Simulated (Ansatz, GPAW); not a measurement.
KI: GLLB-SC, run from Python

These are simulated results from GPAW 26.7.0, not measurements. The cell began as a measured structure and was relaxed with r2SCAN in plane waves (Ansatz 0.2.0). All runs are without spin polarisation.

The symmetry is Fm-3m (No. 225, cubic); a = 7.089 Å in the conventional setting, 44.53 Å³ an atom. K is surrounded by 6 I at 3.54 Å; I is surrounded by 6 K at 3.54 Å.

GLLB-SC is a model potential. Its fundamental gap is the Kohn-Sham gap plus a derivative discontinuity, which the script evaluates at the band edges among the listed k points. Its total energy isn't variational and serves nothing here.

Input script:

```python
import json
from ase import Atoms
from gpaw import GPAW, PW, FermiDirac

atoms = Atoms(['K', 'I'],
              cell=[[0.0, 3.54456614, 3.54456614], [3.54456614, 0.0, 3.54456614], [3.54456614, 3.54456614, 0.0]],
              scaled_positions=[[0.0, 0.0, 0.0], [0.5, 0.5, 0.5]],
              pbc=True)
calc = GPAW(mode=PW(400), xc='GLLBSC', kpts={'size': (4, 4, 4), 'gamma': True},
            occupations=FermiDirac(0.02), maxiter=100, legacy_gpaw=True, txt='gpaw.txt')
atoms.calc = calc
res = {'energy': atoms.get_potential_energy(force_consistent=True)}
res['electrons'] = calc.get_number_of_electrons()
res['k'] = calc.get_ibz_k_points().tolist()
res['levels'] = [calc.get_eigenvalues(kpt=i).tolist() for i in range(len(res['k']))]
points = [[0.0, 0.0, 0.0], [0.5, 0.0, 0.5], [0.625, 0.25, 0.625], [0.375, 0.375, 0.75], [0.5, 0.5, 0.5], [0.5, 0.25, 0.75]]
bands = calc.fixed_density(kpts=points, symmetry='off', nbands=round(res['electrons']) // 2 + 6, convergence={'bands': -2}, txt='bands.txt')
res['points'] = [bands.get_eigenvalues(kpt=i).tolist() for i in range(len(points))]
homo, lumo = bands.get_homo_lumo()
potential = calc.hamiltonian.xc.response.calculate_discontinuity_potential(homo, lumo)
res['discontinuity'] = bands.hamiltonian.xc.response.calculate_discontinuity(potential)
json.dump(res, open('results.json', 'w'))
print('free energy (eV):', round(res['energy'], 5))
```

Command: `python run.py`. It took 12 s on 1 thread of Arm Neoverse V1, on a shared host, peak memory 0.16 GiB.

The log gpaw.txt, trimmed of paths, versions and times, then the last line on the terminal. An iter line gives the energy in eV and the logarithms of the changes of orbitals (plane waves alone) and density (c: converged):

```
___ ___ ___ _ _ _
 |   |   |_  | | | |

 | | | | | . | | | |

 |__ |  _|___|_____|  26.7.0
 |___|_|

Input parameters:
  kpts: {gamma: True,
         size: (4, 4, 4)}
  maxiter: 100
  mode: {ecut: 400.0,
         name: pw}
  occupations: {fixmagmom: False,
                name: fermi-dirac,
                width: 0.02}
  xc: GLLBSC

System changes: positions, numbers, cell, pbc, initial_charges, initial_magmoms

Initialize ...

species:
  K:
    name:    Potassium
    Z:       19.0
    valence: 9
    core:    10
    charge:  0.0  # [|e|]
    compensation charges:
      type: gauss
      rc: 0.35  # [Å]
      lmax: 2
    cutoffs:
      filter: 1.91  # [Å]
      core: 1.27  # [Å]
    projectors
    | kind |    occ | energy [eV] | rcut [Å] |

    |------|--------|-------------|----------|

    |   3s |  2.000 |     -35.517 |    1.122 |

    |   4s |  1.000 |      -3.176 |    1.122 |

    |   3p |  6.000 |     -18.819 |    1.106 |

    |    p |        |       8.392 |    1.106 |

    |    d |        |       0.000 |    0.937 |

    Using partial waves for K as LCAO basis

  I:
    name:    Iodine
    Z:       53.0
    valence: 7
    core:    46
    charge:  0.0  # [|e|]
    compensation charges:
      type: gauss
      rc: 0.37  # [Å]
      lmax: 2
    cutoffs:
      filter: 2.06  # [Å]
      core: 2.96  # [Å]
    projectors
    | kind |    occ | energy [eV] | rcut [Å] |

    |------|--------|-------------|----------|

    |   5s |  2.000 |     -20.049 |    1.164 |

    |   5p |  5.000 |     -10.166 |    1.164 |

    |    s |        |       7.162 |    1.164 |

    |    p |        |      17.045 |    1.164 |

    |    d |        |       0.000 |    1.164 |

    Using partial waves for I as LCAO basis

Reference energy: -209819.685947  # eV

Spin-paired calculation

Convergence criteria:
 Maximum [total energy] change in last 3 cyles: 0.0005 eV / valence electron
 Maximum integral of absolute [dens]ity change: 0.0001 electrons / valence electron
 Maximum integral of absolute [eigenst]ate change: 4e-08 eV^2 / valence electron
 Maximum number of scf [iter]ations: 100
 (Square brackets indicate name in SCF output, whereas a 'c' in
 the SCF output indicates the quantity has converged.)

Symmetries present (total): 48

  ( 1  0  0)  ( 1  0  0)  ( 1  0  0)  ( 1  0  0)  ( 1  0 -1)  ( 1  0 -1)
  ( 1  0 -1)  ( 1 -1  0)  ( 0  1  0)  ( 0  0  1)  ( 1  0  0)  ( 1 -1  0)
  ( 1 -1  0)  ( 1  0 -1)  ( 0  0  1)  ( 0  1  0)  ( 1 -1  0)  ( 1  0  0)

  ( 1  0 -1)  ( 1  0 -1)  ( 1 -1  0)  ( 1 -1  0)  ( 1 -1  0)  ( 1 -1  0)
  ( 0  1 -1)  ( 0  0 -1)  ( 1  0  0)  ( 1  0 -1)  ( 0 -1  1)  ( 0 -1  0)
  ( 0  0 -1)  ( 0  1 -1)  ( 1  0 -1)  ( 1  0  0)  ( 0 -1  0)  ( 0 -1  1)

  ( 0  1  0)  ( 0  1  0)  ( 0  1  0)  ( 0  1  0)  ( 0  1 -1)  ( 0  1 -1)
  ( 1  0  0)  ( 0  1 -1)  ( 0  0  1)  (-1  1  0)  ( 1  0 -1)  ( 0  1  0)
  ( 0  0  1)  (-1  1  0)  ( 1  0  0)  ( 0  1 -1)  ( 0  0 -1)  (-1  1  0)

  ( 0  1 -1)  ( 0  1 -1)  ( 0  0  1)  ( 0  0  1)  ( 0  0  1)  ( 0  0  1)
  ( 0  0 -1)  (-1  1  0)  ( 1  0  0)  ( 0  1  0)  ( 0 -1  1)  (-1  0  1)
  ( 1  0 -1)  ( 0  1  0)  ( 0  1  0)  ( 1  0  0)  (-1  0  1)  ( 0 -1  1)

  ( 0  0 -1)  ( 0  0 -1)  ( 0  0 -1)  ( 0  0 -1)  ( 0 -1  1)  ( 0 -1  1)
  ( 1  0 -1)  ( 0  1 -1)  ( 0 -1  0)  (-1  0  0)  ( 1 -1  0)  ( 0  0  1)
  ( 0  1 -1)  ( 1  0 -1)  (-1  0  0)  ( 0 -1  0)  ( 0 -1  0)  (-1  0  1)

  ( 0 -1  1)  ( 0 -1  1)  ( 0 -1  0)  ( 0 -1  0)  ( 0 -1  0)  ( 0 -1  0)
  ( 0 -1  0)  (-1  0  1)  ( 1 -1  0)  ( 0  0 -1)  ( 0 -1  1)  (-1  0  0)
  ( 1 -1  0)  ( 0  0  1)  ( 0 -1  1)  (-1  0  0)  ( 1 -1  0)  ( 0  0 -1)

  (-1  1  0)  (-1  1  0)  (-1  1  0)  (-1  1  0)  (-1  0  1)  (-1  0  1)
  ( 0  1  0)  ( 0  1 -1)  (-1  0  1)  (-1  0  0)  ( 0  0  1)  ( 0 -1  1)
  ( 0  1 -1)  ( 0  1  0)  (-1  0  0)  (-1  0  1)  ( 0 -1  1)  ( 0  0  1)

  (-1  0  1)  (-1  0  1)  (-1  0  0)  (-1  0  0)  (-1  0  0)  (-1  0  0)
  (-1  1  0)  (-1  0  0)  ( 0  0 -1)  ( 0 -1  0)  (-1  1  0)  (-1  0  1)
  (-1  0  0)  (-1  1  0)  ( 0 -1  0)  ( 0  0 -1)  (-1  0  1)  (-1  1  0)

64 k-points: 4 x 4 x 4 Monkhorst-Pack grid + [1/8,1/8,1/8]
8 k-points in the irreducible part of the Brillouin zone
       k-points in crystal coordinates                weights
   0:     0.00000000    0.00000000    0.00000000          1/64
   1:     0.25000000    0.25000000    0.00000000          6/64
   2:     0.25000000    0.25000000    0.25000000          8/64
   3:     0.50000000    0.25000000   -0.25000000          6/64
   4:     0.50000000    0.25000000    0.25000000         12/64
   5:     0.50000000    0.50000000    0.00000000          3/64
   6:     0.50000000    0.50000000    0.25000000         24/64
   7:     0.50000000    0.50000000    0.50000000          4/64

Wave functions: Plane wave expansion
  Cutoff energy: 400.000 eV
  Number of coefficients (min, max): 1604, 1639
  Pulay-stress correction: 0.000000 eV/Ang^3 (de/decut=0.000000)
  Using FFTW library
  ScaLapack parameters: grid=1x1, blocksize=None
  Wavefunction extrapolation:
    Improved wavefunction reuse through dual PAW basis

Occupation numbers: Fermi-Dirac:
  width: 0.0200  # eV

Eigensolver
   Davidson(niter=2)

Densities:
  Coarse grid: 24*24*24 grid
  Fine grid: 48*48*48 grid
  Total Charge: 0.000000

Density mixing:
  Method: separate
  Backend: msr1
  Linear mixing parameter: 0.05
  old densities: 10
  Width of damping distribution: 1.1
  Damping of long wavelength oscillations: 20

Hamiltonian:
  XC and Coulomb potentials evaluated on a 48*48*48 grid
  Using the GLLBSC Exchange-Correlation functional
  External potential:
    NoExternalPotential

XC parameters: GLLBSC functional being used consists of
  -----------------------------------------------------------------------
  | Weight | Module     | Description                                   |

  -----------------------------------------------------------------------
  |  1.000 | SCREENING  | GGA_X_PBE_SOL with 2 nearest neighbor stencil |

  |  1.000 | RESPONSE   | eps=0.0500 eV                                 |

  |  1.000 | XC         | GGA_C_PBE_SOL with 2 nearest neighbor stencil |

  -----------------------------------------------------------------------

Memory estimate:
  Process memory now: 112.26 MiB
  Calculator: 13.65 MiB
    Density: 7.00 MiB
      Arrays: 2.74 MiB
      Localized functions: 2.15 MiB
      Mixer: 2.11 MiB
    Hamiltonian: 1.85 MiB
      Arrays: 1.79 MiB
      XC: 0.00 MiB
      Poisson: 0.00 MiB
      vbar: 0.05 MiB
    Wavefunctions: 4.80 MiB
      Arrays psit_nG: 1.80 MiB
      Eigensolver: 0.36 MiB
      Projections: 0.03 MiB
      Projectors: 1.88 MiB
      PW-descriptor: 0.73 MiB

Total number of cores used: 1

Number of atoms: 2
Number of atomic orbitals: 9
Number of bands in calculation: 9
Number of valence electrons: 16
Bands to converge: occupied

... initialized

Initializing position-dependent things.

Density initialized from atomic densities
Creating initial wave functions:
  9 bands from LCAO basis set
Positions:
   0 K      0.000000    0.000000    0.000000    ( 0.0000,  0.0000,  0.0000)
   1 I      3.544566    3.544566    3.544566    ( 0.0000,  0.0000,  0.0000)

Unit cell:
           periodic     x           y           z      points  spacing
  1. axis:    yes    0.000000    3.544566    3.544566    24     0.1705
  2. axis:    yes    3.544566    0.000000    3.544566    24     0.1705
  3. axis:    yes    3.544566    3.544566    0.000000    24     0.1705

  Lengths:   5.012774   5.012774   5.012774
  Angles:   60.000000  60.000000  60.000000

Effective grid spacing dv^(1/3) = 0.1861

iter:   1    -6.999233
iter:   2    -6.505246   -1.27  -1.40
iter:   3    -7.047805   -1.13  -1.38
iter:   4    -6.436220   -1.63  -1.30
iter:   5    -6.371842   -2.36  -1.43
iter:   6    -6.294498   -2.74  -1.36
iter:   7    -6.192859   -2.71  -1.45
iter:   8    -6.159743   -3.32  -1.89
iter:   9    -6.144165   -3.81  -2.32
iter:  10    -6.141439   -4.82  -3.33
iter:  11    -6.138376c  -5.72  -3.31
iter:  12    -6.140964c  -6.17  -3.34
iter:  13    -6.140897c  -7.39  -3.92
iter:  14    -6.140865c  -8.42c -4.15c

Converged after 14 iterations.

Energy contributions relative to reference atoms: (reference = -209819.685947)

Kinetic:        +28.155190
Potential:      -26.306672
External:        +0.000000
XC:              -7.776126
Entropy (-ST):   -0.000000
Local:           -0.213257
SIC:             +0.000000
--------------------------
Free energy:     -6.140865
Extrapolated:    -6.140865

GLLBSC response reference energy: -1.54557 eV (from HOMO)

Showing only first 2 kpts
 Kpt  Band  Eigenvalues  Occupancy
  0     6     -1.54555    2.00000
  0     7     -1.54554    2.00000
  0     8      3.30607    0.00000

  1     6     -1.72972    2.00000
  1     7     -1.72972    2.00000
  1     8      4.59119    0.00000

Fermi level: -0.27320

Gap: 4.852 eV
Transition (v -> c):
  (s=0, k=0, n=7, [0.00, 0.00, 0.00]) -> (s=0, k=0, n=8, [0.00, 0.00, 0.00])
No difference between direct/indirect transitions

free energy (eV): -6.14087
```

The gap in the log is over the mesh alone; results.json adds the listed points. GLLB-SC gives a gap of 7.32 eV (4.852 eV Kohn-Sham over the listed points plus 2.468 eV discontinuity). On the same cell, plane-wave PBE (Ansatz, 6×6×6 k points and the special points) gives a gap of 3.94 eV and r2SCAN a gap of 4.59 eV; on shared hosts these took about 2.4 and 6 core-seconds on the 2-atom cell, against 12 for the script. Spin-orbit coupling, left out in all these runs, can cut or reorder the gap by tenths of an eV, up to about 1 eV with Pb or Bi.

Spin-orbit coupling is left out, which matters wherever the heavy atoms make up the band edges.
